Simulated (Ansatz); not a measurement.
Working through an equation of state with a fit of CrCo3, space group Pm-3m

With Ansatz 0.2.0 through its Python package.

Notebook, run cell by cell (the value of a cell's last expression is shown):

```python
import warnings

import ansatz as az
from ase.eos import EquationOfState
from ase.units import GPa
import numpy as np
```

```python
vectors0 = np.array([
    [3.53997204, 0.0, 0.0],
    [0.0, 3.53997204, 0.0],
    [0.0, 0.0, 3.53997204],
])
sites = [
    ("Cr", [0.0, 0.0, 0.0], 2.1),
    ("Co", [0.5, 0.5, 0.0], -1.8),
    ("Co", [0.5, 0.0, 0.5], 1.8),
    ("Co", [0.0, 0.5, 0.5], -1.8),
]
```

```python
def on_lattice(cell):
    crystal = az.Crystal(lattice=az.Lattice.of(cell))
    for symbol, position, moment in sites:
        crystal = crystal.atom(symbol, position, moment=moment or None)
    return crystal
```

```python
warnings.simplefilter("ignore", az.DeckWarning)
```

```python
# uniform scaling of the cell
volumes, energies, pressures = [], [], []
for scale in np.linspace(0.9, 1.1, 9):
    cell = vectors0 * scale ** (1 / 3)
    model = on_lattice(cell).calculation()
    model = model.basis(38 * az.Ry)
    model = model.occupations(az.OccupationsMethod.FERMI_DIRAC, width=0.05).functional(az.Functional.PBESOL)
    model = model.spin("collinear")
    model = model.kpoints(7, 7, 7)
    model = model.stress()
    summary = model.run(threads=1).report
    volumes.append(abs(np.linalg.det(cell)) / len(sites))
    energies.append(summary["free_energy_ev"] / len(sites))
    pressures.append(np.trace(summary["stress_gpa"]) / 3)
    print(f"V = {volumes[-1]:8.4f} A^3/atom  F = {energies[-1]:.5f} eV/atom  P = {pressures[-1]:8.3f} GPa")

eos = EquationOfState(volumes, energies, eos="murnaghan")
v0, e0, bulk = eos.fit()
print(f"V0 = {v0:.4f} A^3/atom, E0 = {e0:.5f} eV/atom, B = {bulk / GPa:.1f} GPa")
eos.plot("eos.png")
```

    RunWarning: the starting moments were not kept: 1 of 4 ended reversed and 3 kept their direction, counting a site from 0.1 of the cell's largest site moment. The largest reversed, site 2 (counted from 0, in the order of the report's site_moments_mub), started [...]
    V =   9.9812 A^3/atom  F = -4657.04036 eV/atom  P =    5.525 GPa
    V =  10.2584 A^3/atom  F = -4657.04357 eV/atom  P =   -1.369 GPa
    V =  10.5357 A^3/atom  F = -4657.03795 eV/atom  P =   -5.359 GPa
    V =  10.8129 A^3/atom  F = -4657.02471 eV/atom  P =   -9.875 GPa
    V =  11.0902 A^3/atom  F = -4657.00405 eV/atom  P =  -13.940 GPa
    V =  11.3675 A^3/atom  F = -4656.97673 eV/atom  P =  -17.550 GPa
    V =  11.6447 A^3/atom  F = -4656.94361 eV/atom  P =  -20.641 GPa
    V =  11.9220 A^3/atom  F = -4656.90557 eV/atom  P =  -23.249 GPa
    V =  12.1992 A^3/atom  F = -4656.86338 eV/atom  P =  -25.438 GPa
    V0 = 10.2213 A^3/atom, E0 = -4657.04381 eV/atom, B = 195.8 GPa
    <Axes: title={'center': 'murnaghan: E: -4657.044 eV, V: 10.221 Å$^3$, B: 195.837 GPa'}, xlabel='volume [Å$^3$]', ylabel='energy [eV]'>

A third-order Birch-Murnaghan fit through the 9 points (the script's own form differs a little) has its minimum at 10.22 Å³ an atom, 7.8 % below the typed cell, with a bulk modulus of 194 GPa. From that minimum the energy rises by 3.4 meV an atom on the compressed side and 180.4 meV on the expanded side. The window is off centre, so dB/dP is rough.

Reading the output:
- Absolute energies stand on the zero of these potentials, so only differences at equal settings mean something.
- The SCF didn't keep the moments it started from (some shrank, vanished or turned); what is printed is the state reached.
- The mesh is modest for a metal, so energies can be off by several to tens of meV an atom and pressures by half a GPa or more; differences at equal mesh fare better.
- Pressure is positive in compression.
- At these settings the cell as given stands under about -14 GPa, so it isn't at this functional's equilibrium volume.
- The structure comes from a database of computed cells and needn't be a stable or known phase.
- Warnings are shown shortened and without file and line.
- The script silences the warnings on its input, which a real study should read.
- Timing: 3.7 min on 1 thread of Arm Neoverse V2, with other jobs on the host, peak memory 0.62 GiB.
